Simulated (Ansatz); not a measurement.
Write a Python script for the Python package of Ansatz (0.2.0) that makes a single point in a Gaussian basis of CH₂AlFO, SMILES [F][Al]1[CH2][O]1. Use: PBE0, def2-SVPD basis, multiplicity 1.

| atom | x (Å) | y (Å) | z (Å) |
| --- | --- | --- | --- |
| F | -0.3196 | -2.5722 | 0.9964 |
| Al | -0.2255 | -1.1205 | -0.1274 |
| C | 0.2423 | 0.7407 | -0.1079 |
| O | -0.8003 | 0.4738 | -0.8590 |
| H | 1.1188 | 1.0622 | -0.7544 |
| H | 0.0264 | 1.3519 | 0.8061 |

The script, `energy.py`:
```python
import logging
import sys

import ansatz as az
from ase import Atoms

logging.basicConfig(stream=sys.stdout, format="%(name)s: %(message)s")
logger = logging.getLogger("calc")
logger.setLevel(logging.INFO)


def main() -> None:
    atoms = Atoms(["F", "Al", "C", "O", "H", "H"], positions=[
        [-0.3196, -2.5722, 0.9964],
        [-0.2255, -1.1205, -0.1274],
        [0.2423, 0.7407, -0.1079],
        [-0.8003, 0.4738, -0.859],
        [1.1188, 1.0622, -0.7544],
        [0.0264, 1.3519, 0.8061],
    ])
    molecule = az.Crystal.molecule_from_ase(atoms)

    job = molecule.calculation()
    job = job.basis(gaussian="def2-SVPD")
    job = job.functional("pbe0")
    done = job.run(threads=1)
    data = done.report

    logger.info(f"E = {data['free_energy_ev']:.6f} eV = {data['free_energy_ev'] / 27.211386246:.7f} Ha")
    print("converged:", data["converged"], " doubts:", data["published_state_doubts"] or "none")


if __name__ == "__main__":
    main()
```

```console
$ python energy.py
calc: E = -12414.430293 eV = -456.2218985 Ha
converged: True  doubts: none
```

What to keep in mind:
- The settings weren't tested for convergence.
- The geometry is a force-field or estimated start, not a minimum of this method, and the basis set is short of its limit.
- Finished in 3.2 s on 1 thread of Intel(R) Xeon(R) Platinum 8259CL CPU @ 2.50GHz (Skylake/Cascade Lake) (shared host), peak memory 0.26 GiB.

(Lines on the test bed's own set-up are left out of the output.)
